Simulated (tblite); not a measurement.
# C5H11F2NSi: the cost of one run

Computed with tblite 0.8.0 and PySCF 2.14.0, with density-fitted response routines of our own, on a single molecule in the gas phase. Atoms are numbered from 0 throughout.

## Step 1: The starting structure

20 atoms, charge 0, multiplicity 1; geometry from: force field or distance geometry start.

Bonds of the start (Å): C0–C1 1.32, C1–N2 1.42, N2–Si3 1.78, N2–C4 1.47, C4–C5 1.53, C4–C6 1.52, C6–F7 1.38, C6–F8 1.38, C0–H9 1.07, C0–H10 1.09, C1–H11 1.08, Si3–H12 1.48, Si3–H13 1.48, Si3–H14 1.47, C4–H15 1.12, C5–H16 1.10, C5–H17 1.10, C5–H18 1.09, C6–H19 1.11.

## Step 2: Geometry optimisation with GFN2-xTB

The job: settings as JSON, then the geometry in Å.

```
{"job": {"kind": "relax", "xc": "GFN2-xTB", "basis": "xTB"}, "charge": 0, "multiplicity": 1}
C      1.933100    -0.310300    -1.640400
C      1.004200    -0.752000    -0.808100
N      0.521300    -0.005700     0.304200
Si     1.568500     0.736100     1.536900
C     -0.924600     0.201600     0.455300
C     -1.476000     0.933000    -0.773800
C     -1.663400    -1.129700     0.453700
F     -2.996400    -0.814000     0.604300
F     -1.295900    -1.945800     1.505000
H      2.224500    -0.969200    -2.436000
H      2.371400     0.679400    -1.560300
H      0.617900    -1.753300    -0.957600
H      0.801200     1.642800     2.412400
H      2.638500     1.443800     0.795700
H      2.246600    -0.319600     2.308100
H     -1.161800     0.773200     1.383100
H     -2.552500     1.065000    -0.595500
H     -0.944100     1.888900    -0.830600
H     -1.351100     0.286400    -1.637400
H     -1.566500    -1.639700    -0.522000
```

The run is started by

```console
$ OMP_NUM_THREADS=1 python probes_run.py task.json out
```

This one command runs all jobs of the session in turn.

Q: Estimate the wall time of this first job on 1 thread of Intel Xeon Platinum 8375C at 2.90GHz, shared host.

About 1.4 s.
